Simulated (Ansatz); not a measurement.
# TiZn3 and its elements: a formation energy from the elements

Run with the Ansatz DFT code, driven from Python.

The script reads `tizn3_tizn3.cif`:
```cif
data_TiZn3
_cell_length_a 3.932200
_cell_length_b 3.932200
_cell_length_c 3.932200
_cell_angle_alpha 90.00000
_cell_angle_beta 90.00000
_cell_angle_gamma 90.00000
_symmetry_space_group_name_H-M 'P 1'
_symmetry_Int_Tables_number 1
loop_
_symmetry_equiv_pos_as_xyz
'x, y, z'
loop_
_atom_site_label
_atom_site_type_symbol
_atom_site_fract_x
_atom_site_fract_y
_atom_site_fract_z
Ti1 Ti    0.000000    0.000000    0.000000
Zn2 Zn    0.000000    0.500000    0.500000
Zn3 Zn    0.500000    0.000000    0.500000
Zn4 Zn    0.500000    0.500000    0.000000
```

Input file `tizn3_ti.vasp`:
```text
Ti
1.0
   2.95000000    0.00000000    0.00000000
  -1.47500000    2.55477494    0.00000000
   0.00000000    0.00000000    4.68000000
Ti
2
Direct
   0.33333333    0.66666667    0.25000000
   0.66666667    0.33333333    0.75000000
```

Contents of `tizn3_zn.cif`:
```cif
data_Zn
_cell_length_a 2.670000
_cell_length_b 2.670000
_cell_length_c 4.966000
_cell_angle_alpha 90.00000
_cell_angle_beta 90.00000
_cell_angle_gamma 120.00000
_symmetry_space_group_name_H-M 'P 1'
_symmetry_Int_Tables_number 1
loop_
_symmetry_equiv_pos_as_xyz
'x, y, z'
loop_
_atom_site_label
_atom_site_type_symbol
_atom_site_fract_x
_atom_site_fract_y
_atom_site_fract_z
Zn1 Zn    0.333333    0.666667    0.250000
Zn2 Zn    0.666667    0.333333    0.750000
```

The script, `formation.py`:
```python
"""Heat of formation of TiZn3 at zero temperature, after relaxing atoms and volume at fixed cell shape."""

from collections import Counter
import warnings

import ansatz as az
from ase.io import read
import numpy as np
from tabulate import tabulate

SETTINGS = {
    "functional": "pbesol",
    "tolerance": 1e-09,
    "max_iterations": 100,
    "kspacing": 0.26,
    "filling": "fermi_dirac",
    "sigma": 0.05,
}


def ground_state(name, crystal):
    calc = crystal.calculation()
    calc = calc.functional(SETTINGS["functional"]).pseudopotentials("nc")
    calc = calc.scf(tolerance=SETTINGS["tolerance"], max_iterations=SETTINGS["max_iterations"], algorithm="direct_min")
    calc = calc.kpoints(spacing=SETTINGS["kspacing"])
    calc = calc.occupations(SETTINGS["filling"], width=SETTINGS["sigma"]).stress()
    calc = calc.relax(force_tolerance=0.01, fix_cell=["shape"])
    return calc.run(threads=1)


def counts(outcome):
    return Counter(site.symbol for site in outcome.lattice.sites)

def formation_energy(outcome, mu):
    n = counts(outcome)
    return (outcome.report["energy_sigma0_ev"] - sum(k * mu[element] for element, k in n.items())) / sum(n.values())


def volume_per_atom(outcome):
    return abs(np.linalg.det(outcome.lattice.cell_ang)) / len(outcome.lattice.sites)

warnings.simplefilter("ignore", az.DeckWarning)

phases = {}
atoms = read("tizn3_tizn3.cif")
tizn3 = az.Crystal.from_ase(atoms)
phases["TiZn3"] = tizn3
atoms = read("tizn3_ti.vasp", format="vasp")
ti = az.Crystal.from_ase(atoms)
phases["Ti"] = ti
atoms = read("tizn3_zn.cif")
zn = az.Crystal.from_ase(atoms)
phases["Zn"] = zn

done = {}
for name, crystal in phases.items():
    done[name] = ground_state(name, crystal)
    print(f"{name}: {done[name].report['energy_sigma0_ev']:.4f} eV, {len(done[name].lattice.sites)} atoms")

# chemical potentials of the elements at zero temperature
references = {"Ti": "Ti", "Zn": "Zn"}
mu = {element: done[name].report["energy_sigma0_ev"] / len(done[name].lattice.sites) for element, name in references.items()}

target = done["TiZn3"]
heat = formation_energy(target, mu)
rows = [(name, len(o.lattice.sites), volume_per_atom(o), formation_energy(o, mu)) for name, o in done.items()]
print(tabulate(rows, headers=["phase", "atoms", "V (A^3/atom)", "E_form (eV/atom)"], floatfmt=".4f", tablefmt="simple"))
```

```console
$ python formation.py
TiZn3: -18669.2527 eV, 4 atoms
Ti: -3227.3107 eV, 2 atoms
Zn: -11369.8083 eV, 2 atoms
phase      atoms    V (A^3/atom)    E_form (eV/atom)
-------  -------  --------------  ------------------
TiZn3          4         14.3053             -0.2212
Ti             2         16.7357              0.0000
Zn             2         14.1970              0.0000
```

The settings weren't tested for convergence. For the metals among these phases the mesh is modest: differences between phases can be off by up to 40 meV an atom. The program warned that this SCF threshold is loose for forces or stresses. Atoms and volume are relaxed with the cell's shape held, which in cells of lower than cubic symmetry can hide stresses and shift volumes. The cells come from databases of deposited and of computed structures, and not all need be stable phases. The compound is the structure given, not necessarily its lowest; energies are at zero temperature, with no correction for gases. A semilocal functional's error on such energies is often 0.05 to 0.1 eV an atom, and 0.1 to 0.3 eV against gases such as O2 or F2. The script silences the warnings on its input, which a real study should read. It ran for 7.1 min on 1 thread of Arm Neoverse V2, with other jobs on the host, peak memory 0.84 GiB.
